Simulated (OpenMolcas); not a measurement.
# Kr³⁺: RASSCF and RASPT2 terms and fine-structure levels

Wanted: the level scheme of Kr³⁺ from active-space wave functions, then second-order correlation under several settings.

Method: state-averaged RASSCF and RASPT2, spin-orbit coupling by RASSI with atomic mean-field integrals. Code: OpenMolcas 26.06.

**1. The atom as given**

```
Species                           : Kr³⁺ (krypton, Z = 36, 33 electrons)
Basis                             : ANO-RCC-VQZP [7s6p4d2f1g], 68 functions
Scalar Hamiltonian                : DKH2, point nucleus
Inactive shells                   : 1s 2s 2p 3s 3p 3d
Active space                      : 5 electrons in 9 orbitals (RAS2 4s 4p; RAS3 4d, at most 2 electrons)
Some configurations of this space : 4p⁵, 4s 4p⁴, 4s² 4p³
Orbitals                          : optimised for each spin and parity, averaged over the low roots
```

Outer shells as boxes (Hund's rule):

4p5
```
4p [↑↓][↑↓][↑ ]
```

4s 4p4
```
4s [↑ ]
4p [↑↓][↑ ][↑ ]
```

4s2 4p3
```
4s [↑↓]
4p [↑ ][↑ ][↑ ]
```

Each step is its own input file, run in one work folder so that later steps find the files of earlier ones. Labels, J, g values, rates, χT and fits are worked out afterwards by a script from the matrices that RASSI stores.

**2. One- and two-electron integrals**

a.inp

```
&GATEWAY
Coord
1

Kr 0.0 0.0 0.0
Basis=ANO-RCC-VQZP
Group=XYZ
NoMove
AngMom=0.0 0.0 0.0
AMFI
&SEWARD
```

**3. A small preliminary run for start orbitals**

a.inp

```
&RASSCF
FileOrb=start.orb
Symmetry=2
Spin=4
nActEl=5 0 0
Inactive=8 6
Ras2=1 3
CIRoot=1 1 1
SDav=1
CIMx=300
Iter=120 100
PrWF=0.3
OrbListing=Nothing
MaxOrb=0
Atom
>>> COPY $Project.JobIph JOBPRE
```

**4. Reference wave functions, quartets of odd parity, 1 root**

a.inp

```
&RASSCF
FileOrb=start.orb
Symmetry=2
Spin=4
nActEl=5 0 2
Inactive=8 6
Ras2=1 3
Ras3=5 0
CIRoot=1 1 1
SDav=186
CIMx=300
Iter=120 100
PrWF=0.3
OrbListing=Nothing
MaxOrb=0
Thrs=2.0e-7 1.0e-1 5.0e-4
Atom
>>> COPY $Project.JobIph JOB001
```

**5. Reference wave functions, doublets of odd parity, 11 roots**

a.inp

```
&RASSCF
FileOrb=start.orb
Symmetry=2
Spin=2
nActEl=5 0 2
Inactive=8 6
Ras2=1 3
Ras3=5 0
CIRoot=11 11 1
SDav=381
CIMx=300
Iter=120 100
PrWF=0.3
OrbListing=Nothing
MaxOrb=0
Thrs=2.0e-7 1.0e-1 5.0e-4
Atom
>>> COPY $Project.JobIph JOB002
```

**6. RASSCF: quartets of even parity, 3 roots**

a.inp

```
&RASSCF
FileOrb=start.orb
Symmetry=1
Spin=4
nActEl=5 0 2
Inactive=8 6
Ras2=1 3
Ras3=5 0
CIRoot=3 3 1
SDav=198
CIMx=300
Iter=120 100
PrWF=0.3
OrbListing=Nothing
MaxOrb=0
Thrs=2.0e-7 1.0e-1 5.0e-4
Atom
>>> COPY $Project.JobIph JOB003
```

**7. RASSCF: doublets of even parity, 9 roots**

a.inp

```
&RASSCF
FileOrb=start.orb
Symmetry=1
Spin=2
nActEl=5 0 2
Inactive=8 6
Ras2=1 3
Ras3=5 0
CIRoot=9 9 1
SDav=354
CIMx=300
Iter=120 100
PrWF=0.3
OrbListing=Nothing
MaxOrb=0
Thrs=2.0e-7 1.0e-1 5.0e-4
Atom
>>> COPY $Project.JobIph JOB004
```

**8. RASSI: spin-orbit coupling between the states**

a.inp

```
&RASSI
NrOfJobIphs=4 1 11 3 9
1
1 2 3 4 5 6 7 8 9 10 11
1 2 3
1 2 3 4 5 6 7 8 9
IphNames
JOB001
JOB002
JOB003
JOB004
EJob
SpinOrbit
DIPRint=1.0
SOCoupling=1000.0
Subsets=2
MEES
Property=10
'ANGMOM' 1 'ANGMOM' 2 'ANGMOM' 3 'MLTPL  1' 1 'MLTPL  1' 2 'MLTPL  1' 3
'AMFI' 1 'AMFI' 2 'AMFI' 3 'MLTPL  2' 6
SOProperty=3
'ANGMOM' 1 'ANGMOM' 2 'ANGMOM' 3
```

**9. CASPT2: IPEA 0.25, imaginary shift 0.1 (closed shells correlated: 3d)**

a.inp

```
>>> COPY JOB001 $Project.JobIph
&CASPT2
Multistate=1 1
Frozen=3 6
IPEA=0.25
Imaginary=0.1
MaxIter=60
WThr=0.0 0.3 0.05
PrWF=0.5
NoMix
>>> COPY JOB002 $Project.JobIph
&CASPT2
Multistate=11 1 2 3 4 5 6 7 8 9 10 11
Frozen=3 6
IPEA=0.25
Imaginary=0.1
MaxIter=60
WThr=0.0 0.3 0.05
PrWF=0.5
NoMix
>>> COPY JOB003 $Project.JobIph
&CASPT2
Multistate=3 1 2 3
Frozen=3 6
IPEA=0.25
Imaginary=0.1
MaxIter=60
WThr=0.0 0.3 0.05
PrWF=0.5
NoMix
>>> COPY JOB004 $Project.JobIph
&CASPT2
Multistate=9 1 2 3 4 5 6 7 8 9
Frozen=3 6
IPEA=0.25
Imaginary=0.1
MaxIter=60
WThr=0.0 0.3 0.05
PrWF=0.5
NoMix
```

**10. CASPT2: IPEA 0.25, real shift 0.2 (closed shells correlated: 3d)**

Changes to a.inp since step 9:

```diff
@@ -5,3 +5,3 @@
 IPEA=0.25
-Imaginary=0.1
+Shift=0.2
 MaxIter=60
@@ -15,3 +15,3 @@
 IPEA=0.25
-Imaginary=0.1
+Shift=0.2
 MaxIter=60
@@ -25,3 +25,3 @@
 IPEA=0.25
-Imaginary=0.1
+Shift=0.2
 MaxIter=60
@@ -35,3 +35,3 @@
 IPEA=0.25
-Imaginary=0.1
+Shift=0.2
 MaxIter=60
```

(Steps that only read results are left out.)

Q: Predict the outcome of this session. Wanted: lowest level; first excited level; spin-orbit lowering of the lowest level; strongest of the lines computed, by gA, at RASSCF energies.

As calculated:

| quantity | value |
| --- | --- |
| method | SS-RASPT2, IPEA 0.25, imaginary shift 0.1 (closed shells correlated: 3d) |
| lowest level | 4s² 4p³ ⁴S°_3/2, 98 % of that term, g = 1.990 |
| ground level listed by NIST | 4S°3/2 |
| first excited level | 4s² 4p³ ²D°_3/2 at 17860 cm⁻¹ |
| spin-orbit lowering of the lowest level | 518 cm⁻¹ |
| strongest of the lines computed, by gA, at RASSCF energies | 4s 4p⁴ ²D_5/2 → 4s² 4p³ ²D°_5/2, 78.99 nm, A = 5.19e+08 s⁻¹ |

What each method costs and misses:

| method | time of its own steps | time with the reference | mean absolute difference from the measured levels (cm-1) |
| --- | --- | --- | --- |
| A. RASSCF | 30 s | 30 s | 3200 |
| B. SS-RASPT2, IPEA 0.25, imaginary shift 0.1, +3d | 24 s | 54 s | 840 |
| C. SS-RASPT2, IPEA 0.25, real shift 0.2, +3d | 23 s | 53 s | 850 |

Times are of one thread on a shared host.

What this shows: Second-order correlation (method B) scales the levels of the lowest configuration above 5000 cm⁻¹ by 0.83 to 0.90. Method B lies closest to the measured levels (840 cm⁻¹ on average, level with C) and A farthest (3200). Only the configurations of the active space and the roots asked for are present. Not all states of the active space went into the spin-orbit step. CASPT2 does not keep the components of a term degenerate, and the means are used. The levels of the extra active shells were not computed. Levels of other configurations are missing from the list.
